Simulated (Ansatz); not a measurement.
# RuO (triplet): wave-function methods side by side, def2-TZVPP

An exercise on one series of results from a longer session: the logs are not shown, and one member is left open.

Method: def2-TZVPP, core rule «outside noble gas», up to 5 orbitals frozen; program: Ansatz 0.2.0, Gaussian basis.

Plan: UHF; ROHF; CCSD(T) on UHF.

2 further runs of the same task are left out: 2 set aside as unsound or not needed.

### What is computed

The geometry is a PBE0/def2-TZVP stationary point (not a proven minimum). No spin-orbit coupling is included. Elements past krypton take def2 core potentials.

2 atoms, charge 0, spin multiplicity 3.

Atoms are counted from 1 here; the program's logs count them from 0.

Bond lengths: Ru1–O2 1.666 Å.

The first run:

File in.yaml:

```yaml
crystal:
  periodic: [false, false, false]
  atoms:
    - {symbol: Ru, position_ang: [0.000000, 0.000000, 0.000000]}
    - {symbol: O, position_ang: [0.000000, 0.000000, 1.666400]}
basis:
  gaussian: {orbitals: def2-TZVPP}
magnetization: {spin_polarized: true, initial_magnetization: 2}
hamiltonian: {xc: hf}
output: {orbitals: {seedname: orbitals}}
```

On the command line:

```bash
ansatz run in.yaml --threads 1 --pin off --events-out ev --progress --plain --max-ram 4096MiB --backend cpu
```

Steps of the session up to this table: UHF; ROHF; CCSD(T) on UHF.

One table of the session follows, with a row left open; its other results are not shown here.

```
  method  from UCCSD(T) (meV)
    ROHF             +14725.1
    UMP2                    ?
   UCCSD               +818.8
UCCSD(T)                    0
```

**Question.** Estimate the row for UMP2.

**Answer.** from UCCSD(T) (meV): +1453.3. In the column «from UCCSD(T) (meV)» it lies between UCCSD (+818.8) and ROHF (+14725.1).

Left out of the table: UHF (another determinant or state than the rows shown).

The program flags UCCSD(T) as in doubt (see the logs), so the zero of the table is itself unsure.

Caveats from the session: The determinant is far from a pure spin state, so its energy mixes those of several spin states (harmless only where they are near-degenerate, as at dissociation). The program flags UCCSD(T) as in doubt, so the zero of the table is itself unsure. Warnings: spin contamination; coupled cluster took another determinant than the lowest.
